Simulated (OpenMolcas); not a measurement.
# Mn²⁺ among point charges: CASSCF levels and susceptibility

How does a field of 6 point charges split the states of Mn²⁺, and what χT follows?

Method: state-averaged CASSCF, spin-orbit coupling by RASSI with atomic mean-field integrals. Code: OpenMolcas 26.06.

1 further run of the same task is left out (set aside as unsound or not needed).

### 1 The atom as given

* Species: Mn²⁺ (manganese, Z = 25, 23 electrons)
* Basis: ANO-RCC-VDZP [5s4p2d1f], 34 functions
* Scalar Hamiltonian: DKH2, point nucleus
* Inactive shells: 1s 2s 2p 3s 3p
* Active space: 5 electrons in 5 orbitals (3d)
* Some configurations of this space: 3d5
* Orbitals: optimised for each spin and parity, averaged over all roots

The outer shells:

3d5
```
3d [↑ ][↑ ][↑ ][↑ ][↑ ]
```

The ion sits among 6 point charges of -1 e arranged as a trigonal antiprism (D3d), 1.6 Å from the ion, with a polar angle of 50.4° against the regular 54.74°.

The work runs as a chain of OpenMolcas steps in one folder; each step below is one input file. Labels, J, g values, rates, χT and fits are worked out afterwards by a script from the matrices that RASSI stores. The input lists half of the charges; inversion (Group=XYZ) makes the rest.

### 2 Basis and integrals

File a.inp:

```
&GATEWAY
Coord
1

Mn 0.0 0.0 0.0
Basis=ANO-RCC-VDZP
Group=XYZ
NoMove
AngMom=0.0 0.0 0.0
AMFI
XField
3 Angstrom 0
0.000000 1.232051 1.020808 -1.000000
1.066988 -0.616026 1.020808 -1.000000
1.066988 0.616026 -1.020808 -1.000000
&SEWARD
```

### 3 CASSCF: sextets of even parity, 1 root

File a.inp:

```
&RASSCF
FileOrb=start.orb
Symmetry=1
Spin=6
nActEl=5 0 0
Inactive=3 6
Ras2=5 0
CIRoot=1 1 1
SDav=1
CIMx=300
Iter=120 100
PrWF=0.3
OrbListing=Nothing
MaxOrb=0
>>> COPY $Project.JobIph JOB001
```

start.orb holds the contracted functions of the basis, ordered by shell, or the orbitals of the step before.

### 4 Reference wave functions, quartets of even parity, 24 roots

File a.inp:

```
&RASSCF
FileOrb=start.orb
Symmetry=1
Spin=4
nActEl=5 0 0
Inactive=3 6
Ras2=5 0
CIRoot=24 24 1
SDav=24
CIMx=300
Iter=120 100
PrWF=0.3
OrbListing=Nothing
MaxOrb=0
>>> COPY $Project.JobIph JOB002
```

### 5 CASSCF: doublets of even parity, 75 roots

File a.inp:

```
&RASSCF
FileOrb=start.orb
Symmetry=1
Spin=2
nActEl=5 0 0
Inactive=3 6
Ras2=5 0
CIRoot=75 75 1
SDav=75
CIMx=300
Iter=120 100
PrWF=0.3
OrbListing=Nothing
MaxOrb=0
>>> COPY $Project.JobIph JOB003
```

### 6 State interaction with spin-orbit coupling

File a.inp:

```
&RASSI
NrOfJobIphs=3 1 24 75
1
1 2 3 4 5 6 7 8 9 10 11 12 13 14 15 16 17 18 19 20 21 22 23 24
1 2 3 4 5 6 7 8 9 10 11 12 13 14 15 16 17 18 19 20 21 22 23 24 25 26 27
28 29 30 31 32 33 34 35 36 37 38 39 40 41 42 43 44 45 46 47 48 49 50 51
52 53 54 55 56 57 58 59 60 61 62 63 64 65 66 67 68 69 70 71 72 73 74 75
IphNames
JOB001
JOB002
JOB003
EJob
SpinOrbit
DIPRint=1.0
SOCoupling=1000.0
Subsets=2
Property=9
'ANGMOM' 1 'ANGMOM' 2 'ANGMOM' 3 'MLTPL  1' 1 'MLTPL  1' 2 'MLTPL  1' 3
'AMFI' 1 'AMFI' 2 'AMFI' 3
SOProperty=3
'ANGMOM' 1 'ANGMOM' 2 'ANGMOM' 3
```

What does the calculation give? Wanted: spin-free ground state; lowest level; next level.

**Answer**, as computed:

```
                 quantity                              value
                   method                             CASSCF
   spin-free ground state    6A1, 1-fold in its orbital part
             lowest level  2-fold E1/2, g = 2.00, 6.01, 6.01
               next level                           0.2 cm⁻¹
              χT at 300 K                     4.39 cm³ K/mol
effective moment at 300 K                            5.92 μB
```

**Reading.** The spin-free ground state (6A1) comes to 100 % from free-ion S terms and keeps the highest spin of the shell. χT at 300 K is 4.39, against 4.39 cm³ K/mol for the spin alone, as a half-filled shell (L = 0) has no orbital moment. An active space of the d shell alone favours high spin; real ions in strong fields can be low spin. The field of point charges can differ much from that of real complexes. With metal d orbitals alone active, the gaps between spin states are rough; where two lie within a few thousand cm-1, their order is open. This is an electrostatic model: the charges have no orbitals.
